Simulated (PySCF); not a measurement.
# The bond of AlBi+, level by level

An exercise on one series of results from a longer session: the logs are not shown, and one member is left open.

The runs use PySCF 2.14.0; Al cc-pV(D+d)Z, Bi cc-pVDZ-PP with ECP60, scalar-relativistic core potentials.

The first run:

Settings of the job:

```
atoms                         : Al, Bi
charge                        : 1
basis                         : Al cc-pV(D+d)Z, Bi cc-pVDZ-PP with ECP60
Hamiltonian                   : scalar-relativistic core potentials
basis functions               : 46
electrons treated             : 35
masses in u                   : 26.9815, 208.9804
levels                        : PBE0, PBE, r²SCAN, M06-L, BP86, revPBE, HF, MP2, SCS-MP2, CCSD, CCSD(T)
grid                          : 80 radial by 434 angular points
occupations                   : held fixed by the projection of orbital angular momentum
dissociation limit            : Al+ + Bi, each in its ground configuration
starting distance in angstrom : 2.755
values of 2S to try           : 1, 3
```

The run is started by

```
> OMP_NUM_THREADS=1 python dia.py task.json out
```

Steps of the session up to this table: Set-up; The PBE0 curve of the state that the search chose; Other states along the same grid; PBE; r²SCAN; M06-L; BP86; revPBE (GGA); UHF; MP2 and coupled cluster.

One of the session's tables, all rows but one given; the rest of the session is left out.

Energy (eV) from each level's lowest point:

| R (Å) | UHF | UHF-MP2 | UHF-SCS-MP2 | UHF-CCSD | UHF-CCSD(T) |
| --- | --- | --- | --- | --- | --- |
| 2.483 | 0.709 | 0.536 | 0.591 | n/a | n/a |
| 2.598 | 0.408 | 0.270 | 0.311 | 0.318 | 0.291 |
| 2.714 | 0.219 | 0.117 | 0.147 | 0.146 | 0.126 |
| 2.800 | 0.127 | 0.052 | 0.073 | 0.070 | 0.056 |
| 2.887 | 0.066 | 0.016 | 0.030 | 0.026 | 0.017 |
| 2.974 | 0.028 | 0.000 | 0.007 | 0.004 | 0.000 |
| 3.089 | 0.003 | 0.001 | 0.000 | 0.000 | 0.002 |
| 3.233 | ? | ? | ? | ? | ? |
| 3.407 | 0.019 | 0.067 | 0.048 | 0.064 | 0.080 |
| 3.638 | 0.063 | 0.134 | 0.106 | n/a | n/a |

Estimate the missing values for R (Å) = 3.233.

Worked estimate for «UHF». A straight line through the neighbours (3.089, 0.003) and (3.407, 0.019) gives 0.003 + (0.019 − 0.003) × (3.233 − 3.089) / (3.407 − 3.089) = 0.010; a parabola fitted to 4 rows on both sides gives 0.003.

**Answer.** UHF: 0.000; UHF-MP2: 0.023; UHF-SCS-MP2: 0.014; UHF-CCSD: 0.020; UHF-CCSD(T): 0.029. In «UHF» the line misses by +0.010 and the parabola by +0.003.
